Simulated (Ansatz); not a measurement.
**H₄NO₂Si radical: a ladder of functionals and wavefunction methods**

An exercise on one series of results from a longer session: the logs are not shown, and one member is left open.

Method: functionals in def2-TZVPP, the program's frozen cores in correlated methods; program: Ansatz 0.2.0, Gaussian basis.

Plan: LDA (SPW92), PBE-D4, revPBE-D4, BLYP-D4, r2SCAN-D4, B97M-V, PBE0-D4, B3LYP-D4, r2SCANh-D4, r2SCAN0-D4, HSE06-D4, BHLYP-D4, CAM-B3LYP-D4, LC-ωPBE, ωB97X-V, ωB97M-V, B2PLYP, PBE-QIDH; CCSD(T)/def2-SVP; CCSD(T)/def2-TZVPP; MP2/def2-QZVPP; extrapolation to the limit; RPA on PBE.

## Structure used throughout

An earlier PBE0-D4 in a triple-zeta def2 set relaxation fixed the geometry.

SMILES `N[Si](O)O`, 8 atoms, charge 0, spin multiplicity 2.

Atoms are counted from 1 here; the program's logs count them from 0.

Bond lengths: N1–Si2 1.700 Å, N1–H5 1.006 Å, N1–H6 1.006 Å, Si2–O3 1.651 Å, Si2–O4 1.651 Å, O3–H7 0.958 Å, O4–H8 0.958 Å. Angles: Si2–N1–H5 120.9°, Si2–N1–H6 120.9°, H5–N1–H6 112.9°, N1–Si2–O3 104.3°, N1–Si2–O4 104.3°, O3–Si2–O4 116.1°, Si2–O3–H7 115.7°, Si2–O4–H8 115.7°.

The first run:

Contents of in.yaml:

```yaml
crystal:
  periodic: [false, false, false]
  atoms:
    - {symbol: N, position_ang: [-0.497988, 1.267001, 0.129323]}
    - {symbol: Si, position_ang: [0.096003, -0.243642, -0.376010]}
    - {symbol: O, position_ang: [1.641629, -0.288270, 0.202587]}
    - {symbol: O, position_ang: [-0.956478, -1.334688, 0.277860]}
    - {symbol: H, position_ang: [0.071205, 2.094005, 0.065113]}
    - {symbol: H, position_ang: [-1.483642, 1.467442, 0.110502]}
    - {symbol: H, position_ang: [2.250895, -0.848017, -0.280890]}
    - {symbol: H, position_ang: [-1.029425, -2.171029, -0.184186]}
basis:
  gaussian: {orbitals: def2-TZVPP}
magnetization: {spin_polarized: true, initial_magnetization: 1}
hamiltonian: {xc: lda}
output: {orbitals: {seedname: orbitals}}
```

On the command line:

```
> ansatz run in.yaml --threads 4 --pin off --events-out ev --progress --plain --max-ram 10444MiB
```

Among the steps run: LDA; PBE-D4 (GGA); revPBE-D4 (GGA); BLYP-D4 (GGA); r2SCAN-D4 (meta-GGA); B97M-V (meta-GGA); PBE0-D4 (hybrid); B3LYP-D4 (hybrid); r2SCANh-D4 (hybrid); r2SCAN0-D4 (hybrid); HSE06-D4 (hybrid); BHLYP-D4 (hybrid); CAM-B3LYP-D4 (range-separated); LC-ωPBE (range-separated); ωB97X-V (range-separated); ωB97M-V (range-separated); B2PLYP (double hybrid); PBE-QIDH (double hybrid).

One of the session's tables, all rows but one given; the rest of the session is left out.

It belongs to the step «Frontier levels by functional». 

```
  functional  HOMO (eV)  LUMO (eV)  gap (eV)
 LDA (SPW92)      -4.10      -2.91      1.19
      PBE-D4      -4.08      -2.44      1.64
   revPBE-D4      -4.05      -2.28      1.76
     BLYP-D4      -3.92      -2.54      1.39
   r2SCAN-D4      -4.43      -1.92      2.51
      B97M-V      -4.11      -2.55      1.56
     PBE0-D4      -5.33      -1.52      3.81
    B3LYP-D4      -5.07      -1.99      3.08
  r2SCANh-D4      -4.89      -1.62      3.27
  r2SCAN0-D4      -5.59      -1.20      4.39
    HSE06-D4      -4.92      -1.90      3.02
    BHLYP-D4      -6.45      -0.82      5.63
CAM-B3LYP-D4      -6.63      -0.74      5.89
     LC-ωPBE      -8.05       0.75      8.80
     ωB97X-V      -7.53       0.16      7.70
     ωB97M-V          ?          ?         ?
```

**Question.** Estimate the row for ωB97M-V.

**Answer.** HOMO (eV): -7.14; LUMO (eV): -0.03; gap (eV): 7.11. In the column «HOMO (eV)» it lies between ωB97X-V (-7.53) and CAM-B3LYP-D4 (-6.63).
